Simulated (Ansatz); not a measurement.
# CH₇AlOSi: small, medium and large basis sets

Aim: see how fast density functionals converge with the basis set for CH₇AlOSi.

The runs use Ansatz 0.2.0, Gaussian basis; one geometry, several basis sets.

Plan: PBE0-D4/def2-SVP; ωB97M-V/def2-SVP; PBE0-D4/def2-QZVPP; ωB97M-V/def2-QZVPP; the functionals' def2-TZVPP values are taken from earlier runs.

**1. The geometry**

An earlier PBE0-D4 in a triple-zeta def2 set relaxation fixed the geometry.

11 atoms, charge 0, spin multiplicity 1.

Atoms are counted from 1 here; the program's logs count them from 0.

Bond lengths: O1–C2 1.516 Å, O1–Al3 1.970 Å, O1–H5 0.961 Å, C2–Al3 1.947 Å, C2–H6 1.088 Å, C2–H7 1.087 Å, Al3–Si4 2.447 Å, Al3–H8 1.591 Å, Si4–H9 1.494 Å, Si4–H10 1.493 Å, Si4–H11 1.493 Å. Angles: C2–O1–Al3 66.4°, C2–O1–H5 111.0°, Al3–O1–H5 120.9°, O1–C2–Al3 68.0°, O1–C2–H6 109.5°, O1–C2–H7 106.9°, Al3–C2–H6 121.1°, Al3–C2–H7 126.2°, H6–C2–H7 111.1°, O1–Al3–C2 45.5°, O1–Al3–Si4 111.3°, O1–Al3–H8 108.2°, C2–Al3–Si4 120.4°, C2–Al3–H8 115.3°, Si4–Al3–H8 124.3°, Al3–Si4–H9 111.4°, Al3–Si4–H10 112.0°, Al3–Si4–H11 113.0° and more.

**2. PBE0-D4 in def2-SVP**

in.yaml

```yaml
crystal:
  periodic: [false, false, false]
  atoms:
    - {symbol: O, position_ang: [-1.102250, 1.234890, -0.382017]}
    - {symbol: C, position_ang: [-0.286213, 1.531716, 0.860639]}
    - {symbol: Al, position_ang: [-0.458325, -0.381661, 0.541890]}
    - {symbol: Si, position_ang: [1.206070, -1.569349, -0.803209]}
    - {symbol: H, position_ang: [-2.009560, 1.534757, -0.278607]}
    - {symbol: H, position_ang: [-0.911696, 2.038546, 1.593202]}
    - {symbol: H, position_ang: [0.543339, 2.161688, 0.550995]}
    - {symbol: H, position_ang: [-1.701674, -1.078497, 1.248233]}
    - {symbol: H, position_ang: [2.121755, -2.380808, 0.053583]}
    - {symbol: H, position_ang: [2.068262, -0.632121, -1.581810]}
    - {symbol: H, position_ang: [0.595689, -2.516262, -1.782399]}
basis:
  gaussian: {orbitals: def2-SVP}
hamiltonian: {xc: pbe0, dispersion: d4}
output: {orbitals: {seedname: orbitals}}
```

Launch:

```sh
ansatz run in.yaml --threads 2 --pin off --events-out ev --progress --plain --max-ram 4352MiB
```

After this run come: ωB97M-V in def2-SVP; PBE0-D4 in def2-QZVPP; ωB97M-V in def2-QZVPP.

Before running them: what should the planned runs give, taken together? Wanted: PBE0-D4: double and triple zeta above quadruple; ωB97M-V: double and triple zeta above quadruple.

**Answer**, as computed:

| quantity | value |
| --- | --- |
| PBE0-D4: double and triple zeta above quadruple | 9.48, 0.65 eV |
| ωB97M-V: double and triple zeta above quadruple | 9.62, 0.63 eV |

**Reading.** PBE0-D4 gains 8.84 eV from double to triple zeta, then 0.65 eV more. These are total energies; as a rule much of such shifts cancels in differences, which this series doesn't test. The LUMO of ωB97M-V is positive and keeps falling with the basis (1.15 to 0.46 eV): an unbound level that the basis holds in place.
